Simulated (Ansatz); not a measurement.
# CHBrN (doublet): from Hartree-Fock to the top rungs at distance Br1–H2 along a hydrogen transfer = 1.468 Å, cc-pVDZ

The task here is to estimate one member of a computed series from the others.

Computed with Ansatz 0.2.0, Gaussian basis. Level: cc-pVDZ, core rule «outside noble gas», up to 16 orbitals frozen.

Plan: UHF; CCSD(T) on ROHF; CCSD(T) on UHF; BCCD(T) on ROHF; CISD; CCSDT(Q) on ROHF; CCSDT(Q) on UHF; CASSCF and MRCISD+Q, 3 electrons in 3 orbitals; CASSCF and NEVPT2, 3 electrons in 3 orbitals.

## The system

The geometry derives from fragments relaxed apart (PBE0/def2-TZVP) and kept rigid, so it is no stationary point. A hydrogen atom is moved between rigid fragments. No spin-orbit coupling is included. The filled d shell of Br may be among the frozen orbitals whatever the setting's name suggests; the logs give the count.

4 atoms, charge 0, spin multiplicity 2.

Atoms are counted from 1 here; the program's logs count them from 0.

Bond lengths: Br1–H2 1.468 Å, N3–C4 1.160 Å.

The first run:

File in.yaml:

```yaml
crystal:
  periodic: [false, false, false]
  atoms:
    - {symbol: Br, position_ang: [0.000000, 0.000000, -2.079021]}
    - {symbol: H, position_ang: [0.000000, 0.000000, -0.611021]}
    - {symbol: N, position_ang: [0.000000, 0.000000, 1.925063]}
    - {symbol: C, position_ang: [0.000000, 0.000000, 0.764979]}
basis:
  gaussian: {orbitals: cc-pVDZ}
magnetization: {spin_polarized: true, initial_magnetization: 1}
hamiltonian: {xc: hf}
output: {orbitals: {seedname: orbitals}}
```

On the command line:

```
> ansatz run in.yaml --threads 1 --pin off --events-out ev --progress --plain --max-ram 2560MiB --backend cpu
```

Steps of the session up to this table: UHF; CCSD(T) on ROHF; CCSD(T) on UHF; BCCD(T) on ROHF; CISD; CCSDT(Q) on ROHF; CCSDT(Q) on UHF; CASSCF and MRCISD+Q, 3 electrons in 3 orbitals; CASSCF and NEVPT2, 3 electrons in 3 orbitals.

One of the session's tables, all rows but one given; the rest of the session is left out.

It belongs to the step «Misses and costs». 

| method | from UCCSDT(Q) (meV) |
| --- | --- |
| ROHF | +12400.1 |
| UHF | +11915.4 |
| RMP2 | +1023.6 |
| UMP2 | +1737.6 |
| CISD | +1974.2 |
| RCCSD | +540.6 |
| UCCSD | +539.1 |
| RCCSD(T) | +72.6 |
| UCCSD(T) | +106.5 |
| BCCD(T) | +75.1 |
| RCCSDT | +57.3 |
| UCCSDT | +57.7 |
| RCCSDT(Q) | +3.0 |
| UCCSDT(Q) | 0 |
| CASSCF pair | +11577.2 |
| NEVPT2 pair | ? |
| MRCISD pair | +1763.2 |
| MRCISD+Q pair | +374.9 |

**Question.** Estimate the row for NEVPT2 pair.

The run gave: from UCCSDT(Q) (meV): +1037.4. In the column «from UCCSDT(Q) (meV)» it lies between RMP2 (+1023.6) and UMP2 (+1737.6).

Limits of these values: Restricted and unrestricted rows rest on different reference determinants; where their highest levels disagree by more than a few hundredths of an eV, they describe different states and don't form one ladder.
